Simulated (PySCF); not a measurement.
# C₆H₉Al: electronic excitations

Wanted: the electronic excitations of C₆H₉Al (`C#CCC/C=[CH]/[AlH2]`), by calculation.

The runs use PySCF 2.14.0, with density-fitted response routines of our own; the level of theory stands in each step. All values are computed, except where a source is named. Atoms are numbered from 0 throughout.

### 1 The molecule as given

16 atoms, charge 0, multiplicity 1; geometry from: GFN2-xTB.

Bonds of the start (Å): C0–C1 1.20, C1–C2 1.45, C2–C3 1.54, C3–C4 1.50, C4–C5 1.34, C5–Al6 1.97, C0–H7 1.05, C2–H8 1.09, C2–H9 1.09, C3–H10 1.09, C3–H11 1.09, C4–H12 1.09, C5–H13 1.09, Al6–H14 1.55, Al6–H15 1.55.

### 2 TDDFT and polarisability: CAM-B3LYP/def2-SVPD

Job settings and geometry (Å):

```
{"job": {"kind": "uv", "xc": "CAM-B3LYP", "basis": "def2-SVPD", "nstates": 8, "ntriplets": 3}, "charge": 0, "multiplicity": 1}
C     -3.961848     0.365593     0.219894
C     -2.789356     0.552903     0.367990
C     -1.363280     0.741668     0.531966
C     -0.571604    -0.383931    -0.155940
C      0.899364    -0.166795    -0.000431
C      1.780314    -1.005213     0.561415
Al     3.591199    -0.223577     0.552389
H     -4.993489     0.217441     0.102147
H     -1.077240     1.708014     0.106002
H     -1.124449     0.755794     1.599879
H     -0.860642    -1.347589     0.270504
H     -0.829224    -0.391799    -1.219889
H      1.259339     0.791946    -0.380100
H      1.398916    -1.955942     0.935925
H      3.721932     1.212882    -0.024936
H      4.912469    -0.862450     1.056744
```

Method: TDDFT CAM-B3LYP/def2-SVPD, vertical, gas phase, core orbitals frozen in the response.

The run is started by

```
$ OMP_NUM_THREADS=1 python probes_run.py task.json out
```

The driver reads the jobs from task.json and runs them one after another.

What will the session give for the following? lowest singlet (CAM-B3LYP/def2-SVPD); brightest single state of those computed; lowest triplet. Wanted: lowest singlet; brightest single state of those computed; lowest triplet.

As calculated:

| quantity | value |
| --- | --- |
| lowest singlet (CAM-B3LYP/def2-SVPD) | 5.22 eV (237 nm), f = 0.001 |
| brightest single state of those computed | state 3, 5.81 eV, f = 0.296 |
| lowest triplet | 4.11 eV |

The first singlet state (HOMO−2→LUMO 0.44, HOMO−3→LUMO 0.38) lies at 5.22 eV and is dark; of the 8 states computed, the strongest absorption comes from state 3 at 5.81 eV. The lowest triplet lies 1.11 eV below the lowest singlet (triplets in Tamm-Dancoff, singlets in full TDDFT).
